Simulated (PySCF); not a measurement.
# LuCl3(NH3): other functionals and bases at one geometry

How far do other levels of theory move the description of LuCl3(NH3), and what does each cost? The species was built from a template and needn't be a known compound.

Computed with PySCF 2.14.0. Level: several levels, as the steps say, no spin–orbit coupling.

1 further run of the same task is left out (for a known fault of the program). Runs told in other sessions of the task aren't counted.

## Step 1: The starting structure

8 atoms, charge 0, spin multiplicity 1.

Bond lengths: Lu1–Cl2 2.406 Å, Lu1–Cl3 2.406 Å, Lu1–Cl4 2.406 Å, Lu1–N5 2.354 Å, N5–H6 1.023 Å, N5–H7 1.023 Å, N5–H8 1.023 Å. Angles: Cl2–Lu1–Cl3 118.7°, Cl2–Lu1–Cl4 118.7°, Cl2–Lu1–N5 96.7°, Cl3–Lu1–Cl4 118.7°, Cl3–Lu1–N5 96.7°, Cl4–Lu1–N5 96.7°, Lu1–N5–H6 112.1°, Lu1–N5–H7 112.1°, Lu1–N5–H8 112.1°, H6–N5–H7 106.7°, H6–N5–H8 106.7°, H7–N5–H8 106.7°.

As a file:

```
Lu    0.0040   -0.0040    0.0040
Cl    1.1415    1.7846    1.1415
Cl   -1.7846   -1.1415    1.1415
Cl    1.1415   -1.1415   -1.7846
N    -1.3552    1.3552   -1.3552
H    -1.9640    1.9640   -0.8036
H    -0.8036    1.9640   -1.9640
H    -1.9640    0.8036   -1.9640
```

Formal oxidation states: Lu +3. An earlier session relaxed this geometry at PBE0, Lu def2-SVP with ECP28, Cl def2-SVP, N def2-SVP, H def2-SVP (singlet, point group C3v).

At PBE0 on the finer grid: E = -2672.603277 Eh, HOMO -8.34 eV, LUMO -0.94 eV, Mulliken charge on Lu1 +0.80 e, largest force component 0.018 eV/Å. 

Levels to run: M06-L; HF; PBE0, TZVP. Hardware: 4 threads of Arm Neoverse V1, shared host.

## Step 2: M06-L

File run.py (the lines that set the calculation):

```python
mol = gto.M(atom='''
Lu     0.00402    -0.00402     0.00402
Cl     1.14151     1.78461     1.14151
Cl    -1.78461    -1.14151     1.14151
Cl     1.14151    -1.14151    -1.78461
N     -1.35515     1.35515    -1.35515
H     -1.96404     1.96404    -0.80361
H     -0.80361     1.96404    -1.96404
H     -1.96404     0.80361    -1.96404''',
    basis={'Lu': 'def2-SVP', 'Cl': 'def2-SVP', 'N': 'def2-SVP', 'H': 'def2-SVP'},
    ecp={'Lu': 'def2-SVP'},
    charge=0, spin=0)
mf = dft.RKS(mol, xc='M06L')
mf.grids.atom_grid = (75, 302)  # f atoms: unpruned, at least (60, 302)
mf = mf.density_fit()  # fitting sets: Lu def2-universal-JKFIT, Cl def2-universal-JKFIT, N def2-universal-JKFIT, H def2-universal-JKFIT
mf.conv_tol = 1e-08; mf.max_cycle = 55
mf.kernel(dm0)  # dm0: the density of the relaxed state
```

Launch:

```
> OMP_NUM_THREADS=4 python run.py
```

## Step 3: HF

run.py (the lines that set the calculation): that of step 2 with these lines changed.

```diff
@@ -12,4 +12,3 @@
     charge=0, spin=0)
-mf = dft.RKS(mol, xc='M06L')
-mf.grids.atom_grid = (75, 302)  # f atoms: unpruned, at least (60, 302)
+mf = scf.RHF(mol)
 mf = mf.density_fit()  # fitting sets: Lu def2-universal-JKFIT, Cl def2-universal-JKFIT, N def2-universal-JKFIT, H def2-universal-JKFIT
```

## Step 4: PBE0, TZVP

Basis: Lu def2-TZVP with ECP28, Cl def2-TZVP, N def2-TZVP, H def2-TZVP. 

File run.py (the lines that set the calculation):

```python
mol = gto.M(atom='''
Lu     0.00402    -0.00402     0.00402
Cl     1.14151     1.78461     1.14151
Cl    -1.78461    -1.14151     1.14151
Cl     1.14151    -1.14151    -1.78461
N     -1.35515     1.35515    -1.35515
H     -1.96404     1.96404    -0.80361
H     -0.80361     1.96404    -1.96404
H     -1.96404     0.80361    -1.96404''',
    basis={'Lu': 'def2-TZVP', 'Cl': 'def2-TZVP', 'N': 'def2-TZVP', 'H': 'def2-TZVP'},
    ecp={'Lu': 'def2-TZVP'},
    charge=0, spin=0)
mf = dft.RKS(mol, xc='PBE0')
mf.grids.atom_grid = (75, 302)  # f atoms: unpruned, at least (60, 302)
mf = mf.density_fit()  # fitting sets: Lu def2-universal-JKFIT, Cl def2-universal-JKFIT, N def2-universal-JKFIT, H def2-universal-JKFIT
mf.conv_tol = 1e-08; mf.max_cycle = 55
mf.kernel(dm0)  # dm0: free metal ions and neutral atoms
```

Before running it: what results should come out? Wanted: for each run, HOMO; gap; charge on Lu1; dipole; largest force component.

As calculated:

| level | state | HOMO (eV) | gap (eV) | charge on Lu1 (e) | dipole (D) | largest force component (eV/Å) | basis functions | time |
| --- | --- | --- | --- | --- | --- | --- | --- | --- |
| PBE0 (relaxed here) | singlet | -8.34 | 7.40 | 0.80 | 5.93 | 0.02 | 164 | 31 s |
| M06-L | singlet | -7.30 | 6.23 | 1.00 | 5.82 | 0.12 | 164 | 15 s |
| HF | singlet | -11.60 | 12.99 | 1.18 | 6.00 | 0.58 | 164 | 6.2 s |
| PBE0, TZVP | singlet | -8.54 | 7.41 | 1.26 | 5.76 | 0.22 | 256 | 37 s |

Times are on 4 threads of Arm Neoverse V1, shared host; the first row also made further properties.

In one basis the HOMO–LUMO gap runs from 6.23 eV (M06-L) to 12.99 eV (HF). The largest leftover force, 0.58 eV/Å with HF, stands at a geometry relaxed at another level. The Mulliken charge on Lu spans +0.80 to +1.26 e over the levels. Total energies of different levels can't be compared. Spin–orbit coupling is left out throughout.
